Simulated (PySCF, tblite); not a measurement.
# C₂H₁₁BN₂Si: a rotation path, then NMR shifts on frames, part 2 of 2

tblite 0.8.0 and PySCF 2.14.0. Atoms count from 0. The steps go on from the part before.

### Step 5. NMR shieldings: image 5, PBE0/pcSseg-1

Job settings and geometry (Å):

```
{"job": {"kind": "nmr", "xc": "PBE0", "basis": "pcSseg-1", "pop": false}, "charge": 0, "multiplicity": 1}
C     -1.748300     1.691500     0.285200
B     -0.905600     0.360100     0.049800
C     -1.550000    -1.033800     0.441800
N      0.375900     0.445700    -0.506400
Si     1.613900    -0.734300    -0.840200
N      2.772000    -0.583300     0.427900
H     -2.414800     1.607700     1.140800
H     -1.130800     2.576300     0.432800
H     -2.380400     1.890300    -0.580100
H     -2.527900    -1.157200    -0.020600
H     -0.941600    -1.887100     0.161200
H     -1.712000    -1.088900     1.517200
H      0.675500     1.386600    -0.728300
H      1.146400    -2.112400    -0.771500
H      2.092200    -0.416700    -2.199400
H      3.511900    -1.261500     0.500900
H      3.116600     0.329200     0.678800
```

Method: GIAO PBE0/pcSseg-1 NMR shielding, non-relativistic, gas phase.

Output:

```text
coarse grid: 13832 points
cycle   1  E = -506.2311046118  dE =  3.919e-01  |g| = 6.686e-01  |ddm| = 3.487e+00
cycle   2  E = -506.1777834258  dE =  5.332e-02  |g| = 8.290e-01  |ddm| = 1.300e+00
cycle   3  E = -506.3356681940  dE = -1.579e-01  |g| = 7.150e-02  |ddm| = 7.930e-01
cycle   4  E = -506.3366725657  dE = -1.004e-03  |g| = 2.925e-02  |ddm| = 8.173e-02
cycle   5  E = -506.3368698651  dE = -1.973e-04  |g| = 5.078e-03  |ddm| = 2.327e-02
cycle   6  E = -506.3368748000  dE = -4.935e-06  |g| = 2.460e-03  |ddm| = 5.996e-03
final grid: 126632 points
cycle   7  E = -506.3627121822  dE = -3.063e-05  |g| = 9.563e-03  |ddm| = 2.199e-02
cycle   8  E = -506.3626995579  dE =  1.262e-05  |g| = 1.231e-02  |ddm| = 1.808e-02
cycle   9  E = -506.3627329119  dE = -3.335e-05  |g| = 8.696e-04  |ddm| = 1.028e-02
cycle  10  E = -506.3627330788  dE = -1.670e-07  |g| = 1.637e-04  |ddm| = 8.667e-04
cycle  11  E = -506.3627330847  dE = -5.808e-09  |g| = 4.732e-05  |ddm| = 1.534e-04
cycle  12  E = -506.3627330850  dE = -3.638e-10  |g| = 2.118e-05  |ddm| = 4.616e-05
converged SCF energy = -506.3627330850

GIAO shielding tensors (ppm)
atom      isotropic    diamagn.    paramagn.     s11        s22        s33       span
  0 C      177.732     253.141     -75.409    167.841    170.410    194.946     27.105
  1 B       51.006     190.297    -139.292     11.161     28.494    113.362    102.200
  2 C      181.798     253.565     -71.767    166.887    185.298    193.208     26.321
  3 N      142.413     324.286    -181.874     40.215    176.398    210.625    170.410
  4 Si     390.758     880.047    -489.289    363.909    384.045    424.320     60.410
  5 N      244.958     315.508     -70.549    206.726    247.074    281.075     74.349
  6 H       31.145      30.822       0.323     26.989     30.058     36.389      9.400
  7 H       31.696      31.971      -0.275     27.584     30.396     37.109      9.526
  8 H       31.237      30.094       1.142     28.101     28.594     37.014      8.913
  9 H       31.356      30.788       0.568     27.472     29.387     37.209      9.738
 10 H       31.021      33.742      -2.722     25.624     30.914     36.525     10.901
 11 H       31.315      31.502      -0.187     27.745     28.939     37.262      9.517
 12 H       27.681      34.008      -6.327     21.998     29.020     32.026     10.028
 13 H       26.526      30.706      -4.180     23.120     25.759     30.698      7.578
 14 H       26.483      29.097      -2.614     22.596     24.925     31.928      9.332
 15 H       31.490      28.728       2.762     24.369     26.523     43.577     19.208
 16 H       31.441      31.265       0.176     24.360     28.619     41.345     16.985
```

It took 17 s on 1 thread of Intel Xeon Platinum 8488C, shared host; peak memory 0.88 GiB.

Key values: δ C0 9.2, C2 5.1, B1 49.1, N3 125.3, H14 5.23, H13 5.19 ppm.

### Step 6. Shielding tensors: image 6, PBE0/pcSseg-1

Job settings and geometry (Å):

```
{"job": {"kind": "nmr", "xc": "PBE0", "basis": "pcSseg-1", "pop": false}, "charge": 0, "multiplicity": 1}
C     -1.768000     1.688000     0.245700
B     -0.879300     0.382700     0.037600
C     -1.434100    -1.013500     0.541900
N      0.364500     0.486700    -0.597100
Si     1.617400    -0.680900    -0.918800
N      2.621200    -0.718400     0.481200
H     -2.383100     1.626200     1.140700
H     -1.184200     2.605200     0.308100
H     -2.454100     1.808700    -0.592400
H     -2.426800    -1.207900     0.138900
H     -0.797400    -1.851200     0.277100
H     -1.539200    -1.015100     1.625700
H      0.614000     1.420500    -0.894500
H      1.115500    -2.040300    -1.083400
H      2.250700    -0.212800    -2.165800
H      3.343800    -1.414700     0.557100
H      2.932200     0.148900     0.888200
```

With the program's defaults for keys left out, this is: GIAO PBE0/pcSseg-1 NMR shielding, non-relativistic, gas phase.

Output:

```text
coarse grid: 13832 points
cycle   1  E = -506.2328393018  dE =  3.912e-01  |g| = 6.684e-01  |ddm| = 3.486e+00
cycle   2  E = -506.1783131872  dE =  5.453e-02  |g| = 8.317e-01  |ddm| = 1.310e+00
cycle   3  E = -506.3372763152  dE = -1.590e-01  |g| = 7.115e-02  |ddm| = 8.054e-01
cycle   4  E = -506.3382686193  dE = -9.923e-04  |g| = 2.909e-02  |ddm| = 8.117e-02
cycle   5  E = -506.3384637055  dE = -1.951e-04  |g| = 5.021e-03  |ddm| = 2.302e-02
cycle   6  E = -506.3384685542  dE = -4.849e-06  |g| = 2.435e-03  |ddm| = 5.962e-03
final grid: 126632 points
cycle   7  E = -506.3641568062  dE = -2.937e-05  |g| = 9.728e-03  |ddm| = 2.187e-02
cycle   8  E = -506.3641436929  dE =  1.311e-05  |g| = 1.252e-02  |ddm| = 1.827e-02
cycle   9  E = -506.3641782072  dE = -3.451e-05  |g| = 8.687e-04  |ddm| = 1.058e-02
cycle  10  E = -506.3641783748  dE = -1.677e-07  |g| = 1.598e-04  |ddm| = 8.622e-04
cycle  11  E = -506.3641783804  dE = -5.551e-09  |g| = 4.317e-05  |ddm| = 1.488e-04
cycle  12  E = -506.3641783807  dE = -3.000e-10  |g| = 2.052e-05  |ddm| = 4.334e-05
converged SCF energy = -506.3641783807

GIAO shielding tensors (ppm)
atom      isotropic    diamagn.    paramagn.     s11        s22        s33       span
  0 C      177.825     253.101     -75.275    168.256    170.233    194.987     26.731
  1 B       50.112     190.454    -140.342      9.772     27.374    113.191    103.419
  2 C      181.685     253.828     -72.143    166.619    185.592    192.843     26.223
  3 N      144.227     324.105    -179.877     41.806    178.301    212.574    170.768
  4 Si     391.580     880.032    -488.452    363.613    384.861    426.265     62.652
  5 N      244.380     316.079     -71.699    204.145    246.613    282.382     78.238
  6 H       31.127      30.876       0.251     26.972     30.062     36.347      9.375
  7 H       31.686      31.867      -0.182     27.580     30.355     37.121      9.541
  8 H       31.229      30.040       1.189     28.085     28.568     37.035      8.950
  9 H       31.336      30.937       0.398     27.434     29.347     37.226      9.792
 10 H       30.920      33.828      -2.909     25.618     30.851     36.290     10.673
 11 H       31.260      31.672      -0.412     27.705     28.928     37.147      9.442
 12 H       27.548      33.724      -6.176     21.931     28.448     32.265     10.334
 13 H       26.525      30.523      -3.998     23.390     25.426     30.760      7.370
 14 H       26.544      28.982      -2.438     22.668     24.939     32.026      9.358
 15 H       31.571      28.974       2.597     24.531     26.478     43.703     19.172
 16 H       31.444      31.587      -0.142     24.505     28.558     41.270     16.765
```

Run time: 17 s. Hardware: 1 thread of Intel Xeon Platinum 8488C, shared host; peak memory 0.82 GiB.

In short: δ C0 9.1, C2 5.2, B1 50.0, N3 123.5, H13 5.19, H14 5.17 ppm.

### Step 7. Shielding tensors: image 8, PBE0/pcSseg-1

Job settings and geometry (Å):

```
{"job": {"kind": "nmr", "xc": "PBE0", "basis": "pcSseg-1", "pop": false}, "charge": 0, "multiplicity": 1}
C     -1.825600     1.666200     0.131700
B     -0.829100     0.427600     0.043500
C     -1.198700    -0.931700     0.768100
N      0.357900     0.557900    -0.689600
Si     1.649100    -0.561400    -1.030300
N      2.320500    -1.057800     0.474100
H     -2.351700     1.712600     1.082600
H     -1.330900     2.624400    -0.020800
H     -2.590200     1.580900    -0.640500
H     -2.205100    -1.255900     0.507400
H     -0.512300    -1.739400     0.532300
H     -1.191100    -0.802700     1.849700
H      0.487000     1.456800    -1.131900
H      1.177900    -1.781200    -1.687200
H      2.547100     0.199800    -1.918400
H      3.104300    -1.688300     0.489300
H      2.384000    -0.395900     1.230200
```

Method: GIAO PBE0/pcSseg-1 NMR shielding, non-relativistic, gas phase.

Output:

```text
coarse grid: 13832 points
cycle   1  E = -506.2346879811  dE =  3.909e-01  |g| = 6.661e-01  |ddm| = 3.485e+00
cycle   2  E = -506.1807501786  dE =  5.394e-02  |g| = 8.287e-01  |ddm| = 1.286e+00
cycle   3  E = -506.3382140309  dE = -1.575e-01  |g| = 6.998e-02  |ddm| = 7.860e-01
cycle   4  E = -506.3391570265  dE = -9.430e-04  |g| = 2.922e-02  |ddm| = 7.695e-02
cycle   5  E = -506.3393529088  dE = -1.959e-04  |g| = 5.126e-03  |ddm| = 2.257e-02
cycle   6  E = -506.3393578437  dE = -4.935e-06  |g| = 2.450e-03  |ddm| = 5.820e-03
final grid: 126632 points
cycle   7  E = -506.3652582928  dE = -2.867e-05  |g| = 9.889e-03  |ddm| = 2.261e-02
cycle   8  E = -506.3652449858  dE =  1.331e-05  |g| = 1.271e-02  |ddm| = 1.819e-02
cycle   9  E = -506.3652805129  dE = -3.553e-05  |g| = 8.495e-04  |ddm| = 1.040e-02
cycle  10  E = -506.3652806733  dE = -1.604e-07  |g| = 1.520e-04  |ddm| = 7.938e-04
cycle  11  E = -506.3652806784  dE = -5.054e-09  |g| = 3.945e-05  |ddm| = 1.490e-04
cycle  12  E = -506.3652806786  dE = -2.437e-10  |g| = 1.880e-05  |ddm| = 4.202e-05
converged SCF energy = -506.3652806786

GIAO shielding tensors (ppm)
atom      isotropic    diamagn.    paramagn.     s11        s22        s33       span
  0 C      177.434     253.102     -75.668    167.953    169.444    194.904     26.951
  1 B       48.902     190.989    -142.087      7.664     25.903    113.138    105.474
  2 C      179.951     254.152     -74.201    166.095    182.479    191.278     25.184
  3 N      150.514     323.591    -173.077     58.194    182.910    210.437    152.243
  4 Si     389.151     879.827    -490.675    365.219    376.785    425.450     60.230
  5 N      250.091     317.837     -67.746    204.950    252.352    292.972     88.021
  6 H       31.111      30.876       0.236     27.023     29.979     36.332      9.308
  7 H       31.686      31.690      -0.004     27.601     30.348     37.109      9.508
  8 H       31.200      30.091       1.109     28.111     28.517     36.973      8.862
  9 H       31.253      31.255      -0.002     27.250     29.343     37.167      9.917
 10 H       30.653      33.738      -3.085     25.391     30.667     35.901     10.511
 11 H       31.234      31.914      -0.680     27.713     29.169     36.820      9.106
 12 H       27.667      33.469      -5.802     21.842     27.920     33.239     11.397
 13 H       26.449      29.868      -3.419     23.786     24.290     31.271      7.486
 14 H       26.480      28.842      -2.362     22.658     24.834     31.947      9.289
 15 H       31.863      29.290       2.573     24.706     26.709     44.173     19.467
 16 H       31.516      32.910      -1.393     24.674     28.771     41.103     16.429
```

Wall time 17 s (1 thread of Intel Xeon Platinum 8488C, shared host); peak memory 0.86 GiB.

Key values: δ C0 9.5, C2 7.0, B1 51.2, N3 117.2, H13 5.27, H14 5.24 ppm.

### Step 8. Run by run: NMR shifts

Shifts (ppm) of some atoms, chosen among heavy atoms and hydrogens apart, with basis size and wall time:

```tsv
frame	C2	H12	H10	B1	N3	N5	Si4	functions	time
image 0	7.0	3.43	0.23	49.3	117.6	10.6	-35.7	164	17 s
image 2	6.7	3.41	0.32	48.4	121.1	14.1	-36.2	164	18 s
image 5	5.1	4.04	0.70	49.1	125.3	22.8	-41.6	164	17 s
image 6	5.2	4.17	0.80	50.0	123.5	23.3	-42.4	164	17 s
image 8	7.0	4.05	1.06	51.2	117.2	17.6	-40.0	164	17 s
```

### Step 9. Results

The summary covers parts 1 to 2.

| quantity | value |
| --- | --- |
| barrier | 0.092 eV (2.1 kcal/mol) at image 5 |
| end to end (GFN2-xTB) | 0.047 eV |
| ¹³C shifts against TMS (PBE0/pcSseg-1, image 0) | 8.9, 7.0 ppm |
| ¹H shifts against TMS (PBE0/pcSseg-1, image 0) | 5.61, 5.19, 3.43, 0.55, 0.52, 0.48, 0.43, 0.23, 0.09, 0.08, 0.08 ppm |
| ¹¹B shifts against BF3·OEt2 (PBE0/pcSseg-1, image 0) | 49.3 ppm |
| ¹⁵N shifts against NH3 (PBE0/pcSseg-1, image 0) | 117.6, 10.6 ppm |
| ²⁹Si shifts against TMS (PBE0/pcSseg-1, image 0) | -35.7 ppm |
| range of the shift of N5 | 10.6 to 23.3 ppm |

Along the band the dihedral turns by 118°, and the top (dihedral -101°) lies 2.1 kcal/mol above the start (GFN2-xTB, rough), so at room temperature this motion is fast. Ends this close can change order at a higher level. The top was not checked by a frequency run. Shifts at one fixed geometry are not the observed spectrum, which averages over the motion. In the first frame run (image 0): The largest span, 143 ppm, is at N3, where the paramagnetic term is -175 ppm. In ppm, N5 moves most: its shift spreads over 12.8 ppm, from 10.6 (image 0) to 23.3 (image 6). At PBE0/pcSseg-1 the highest of the frames run is image 2, not the band's top, so the GFN2-xTB barrier is not borne out there and is unsure.
